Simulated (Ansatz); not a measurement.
This script makes a scan of the energy under strain of TiRh, space group Pm-3m with the Python package of Ansatz (0.2.0).

The script, `run_strain.py`:
```python
# -*- coding: utf-8 -*-
import logging
import sys
import warnings

import ansatz as az
import matplotlib.pyplot as plt
import numpy as np

logging.basicConfig(stream=sys.stdout, format="%(levelname)s %(message)s")
log = logging.getLogger("run")
log.setLevel(logging.INFO)

VECTORS = np.array([
    [3.1152, 0.0, 0.0],
    [0.0, 3.1152, 0.0],
    [0.0, 0.0, 3.1152],
])
SITES = [
    ("Ti", (0.5, 0.5, 0.5)),
    ("Rh", (0.0, 0.0, 0.0)),
]


def make_crystal(cell):
    crystal = az.Crystal(lattice=az.Lattice.of(cell))
    for symbol, position in SITES:
        crystal = crystal.atom(symbol, position)
    return crystal

warnings.simplefilter("ignore", az.DeckWarning)

values = np.linspace(-0.03, 0.03, 7)
energies = []
for d in values:
    strain = np.diag([d, d, 0])
    cell = VECTORS @ (np.eye(3) + strain)
    calculation = (
        make_crystal(cell).calculation()
        .functional(az.Functional.LDA)
        .pseudopotentials("paw")
        .basis(19 * az.Ha)
        .occupations("Fermi-Dirac", width=0.1)
        .scf(tolerance=1e-09)
        .kpoints(11, 11, 11)
        .stress()
    )
    summary = calculation.run(threads=1, pin="off").report
    energies.append(summary["free_energy_ev"] / len(SITES))
    s = summary["stress_gpa"]
    log.info(f"d = {d:+.4f}  stress xx yy zz xy (GPa, compression positive): {s[0][0]:8.3f} {s[1][1]:8.3f} {s[2][2]:8.3f} {s[0][1]:8.3f}")
energies = np.array(energies)

for value, e in zip(values, energies):
    log.info(f"strain {value:7.3f}   E - Emin = {1000 * (e - energies.min()):9.3f} meV/atom")
plt.figure(figsize=(4.5, 3))
plt.plot(values, 1000 * (energies - energies.min()), "o-")
plt.xlabel("strain")
plt.ylabel("meV/atom")
plt.tight_layout()
plt.savefig("strain.png", dpi=100)
curvature = 2 * np.polyfit(values, energies, 3)[1]
volume = abs(np.linalg.det(VECTORS)) / len(SITES)
log.info(f"d2E/dd2 over the volume: {curvature / volume * 160.21766:.1f} GPa")
```

How much energy does this biaxial strain cost, and what curvature follows?

Against the unstrained cell the energy per atom changes by -45.49 meV at one end of the scan and +98.11 meV at the other, and its second derivative over the volume is 620.2 GPa. The lowest row is an end of the scan, as the cell stands under stress.

The run itself:

```console
$ python run_strain.py
INFO d = -0.0300  stress xx yy zz xy (GPa, compression positive):   -2.697   -2.697    0.156   -0.000
INFO d = -0.0200  stress xx yy zz xy (GPa, compression positive):   -6.520   -6.520   -4.605    0.000
INFO d = -0.0100  stress xx yy zz xy (GPa, compression positive):   -9.933   -9.933   -9.006    0.000
INFO d = +0.0000  stress xx yy zz xy (GPa, compression positive):  -13.008  -13.008  -13.008    0.000
INFO d = +0.0100  stress xx yy zz xy (GPa, compression positive):  -15.814  -15.814  -16.563    0.000
INFO d = +0.0200  stress xx yy zz xy (GPa, compression positive):  -18.401  -18.401  -19.640   -0.000
INFO d = +0.0300  stress xx yy zz xy (GPa, compression positive):  -20.801  -20.801  -22.240    0.000
INFO strain  -0.030   E - Emin =     0.000 meV/atom
INFO strain  -0.020   E - Emin =     8.552 meV/atom
INFO strain  -0.010   E - Emin =    23.905 meV/atom
INFO strain   0.000   E - Emin =    45.494 meV/atom
INFO strain   0.010   E - Emin =    72.864 meV/atom
INFO strain   0.020   E - Emin =   105.664 meV/atom
INFO strain   0.030   E - Emin =   143.607 meV/atom
INFO d2E/dd2 over the volume: 620.2 GPa
```

Caveats:
- Absolute energies stand on the zero of these potentials, so only differences at equal settings mean something.
- The run is spin-unpolarised.
- The program warned that this SCF threshold is loose for forces or stresses.
- The curvature belongs to this strain pattern and to the cell's stress; it equals a single elastic constant only for simple patterns.
- In a metal a curvature from energy changes of a few meV or less hangs on mesh and smearing, in size and even in sign.
- At these settings the cell as given stands under about -13 GPa, so it isn't at this functional's equilibrium volume.
- This cell is a computed structure, which may not be the phase found in nature.
- The ions keep their fractional positions (clamped ions).
- The script silences the warnings on its input, which a real study should read.
- Hardware and time: 24 s on 1 thread of Intel(R) Xeon(R) Processor @ 2.30GHz, on a shared host, peak memory 0.61 GiB.
